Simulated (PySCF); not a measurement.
# C4H12Si (TMS): the cost of one run

Computed with PySCF 2.14.0, with density-fitted response routines of our own, on a single molecule in the gas phase. Atoms count from 0, in the outputs and in this text.

### 1 Starting geometry

17 atoms, charge 0, multiplicity 1; geometry from: GFN2-xTB.

Bonds of the start (Å): C0–Si1 1.91, Si1–C2 1.91, Si1–C3 1.91, Si1–C4 1.91, C0–H5 1.09, C0–H6 1.09, C0–H7 1.09, C2–H8 1.09, C2–H9 1.09, C2–H10 1.09, C3–H11 1.09, C3–H12 1.09, C3–H13 1.09, C4–H14 1.09, C4–H15 1.09, C4–H16 1.09.

### 2 Nuclear shieldings: LC-wPBE/cc-pVTZ

The job: settings as JSON, then the geometry in Å.

```
{"job": {"kind": "nmr", "xc": "LC-wPBE", "basis": "cc-pVTZ", "pop": false}, "charge": 0, "multiplicity": 1}
C     -0.406572    -1.213421    -1.419378
Si    -0.001168    -0.000673    -0.001754
C      0.008130     1.785545    -0.675355
C     -1.319794    -0.154927     1.370252
C      1.716091    -0.415535     0.721562
H     -1.379676    -1.003559    -1.853159
H     -0.418731    -2.241638    -1.070248
H      0.327027    -1.147965    -2.217335
H      0.242457     2.501867     0.106393
H     -0.958122     2.057909    -1.089187
H      0.746490     1.907664    -1.462097
H     -2.312057     0.075313     0.994143
H     -1.350945    -1.160472     1.779082
H     -1.116988     0.525824     2.191677
H      1.746276    -1.426357     1.117085
H      2.493128    -0.336762    -0.032799
H      1.977455     0.259220     1.531210
```

Method: GIAO LC-wPBE/cc-pVTZ NMR shielding, non-relativistic, gas phase.

Run with:

```bash
OMP_NUM_THREADS=1 python probes_run.py task.json out
```

This one command runs all jobs of the session in turn.

Q: Estimate the wall time and peak memory of this first job on 1 thread of Intel Xeon at 2.30GHz, shared host.

About 56 s, with a peak of 1.4 GiB.
